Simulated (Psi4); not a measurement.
# CH5AlClN (SMILES C[NH][AlH][Cl]): B3LYP/6-311+G(d,p) (density fitting, sweep point 6)

Aim: energy and gradient of CH5AlClN. 

The calculation is run with Psi4 1.11.

7 further runs of the same task are left out: 1 that didn't finish, 6 set aside as unsound or not needed.

### 1 The structure to begin with

CH5AlClN: 9 atoms, total charge 0, spin state singlet. As SMILES, `C[NH][AlH][Cl]`. The shape is that of a PBE0-D4/def2-TZVP optimisation. This is one conformer, not always the lowest.

Bond lengths: C1–N2 1.449 Å, N2–Al3 1.758 Å, Al3–Cl4 2.100 Å, C1–H5 1.096 Å, C1–H6 1.096 Å, C1–H7 1.092 Å, N2–H8 1.010 Å, Al3–H9 1.571 Å. Some angles: C1–N2–Al3 129.6°, N2–Al3–Cl4 117.6°, C1–N2–H8 112.1°, Al3–N2–H8 118.3°, N2–C1–H5 112.1°, N2–C1–H6 112.1°, N2–C1–H7 109.8°, N2–Al3–H9 121.4°, Cl4–Al3–H9 121.0°, H5–C1–H6 107.8°.

### 2 Energy and forces at B3LYP/6-311+G(d,p) (density fitting, sweep point 6)

The input, job.py:

```python
import psi4

psi4.set_memory(1600000000)
psi4.set_num_threads(1)
psi4.core.set_output_file('run.log', False)

mol = psi4.geometry("""
0 1
C      0.028900     0.778500    -1.025000
N      0.123600    -0.496400    -0.343900
Al    -0.042100    -0.867100     1.366100
Cl    -0.436800     0.728800     2.673300
H      0.959000     1.039800    -1.542200
H     -0.780900     0.792500    -1.763200
H     -0.175600     1.570200    -0.301800
H      0.313300    -1.255600    -0.982100
H      0.099100    -2.337000     1.901900
symmetry c1
""")

psi4.set_options(dict(basis='6-311+G**', scf_type='df', diis_max_vecs=4))

E = psi4.gradient('b3lyp')
print('gradient / Eh bohr^-1')
print(E.np.round(6))
for k, v in sorted(psi4.core.scalar_variables().items()):
    print(f'{k:45s} {v:18.10f}')
```

Launch:

```bash
$ python job.py
```

What values should one expect? Wanted: total energy; dipole moment; HOMO energy; LUMO energy; HOMO–LUMO gap; largest force on an atom.

**Answer.** As computed:

At B3LYP/6-311+G** (density fitting, sweep point 6):

| quantity | value |
| --- | --- |
| total energy | -798.67734 Eh |
| dipole moment | 2.43 D |
| HOMO energy | -6.94 eV |
| LUMO energy | -0.82 eV |
| HOMO–LUMO gap | 6.12 eV |
| largest force on an atom | 0.491 eV/Å |

In words: The largest force is 0.49 eV/Å: the shape isn't a stationary point for this species at this level.
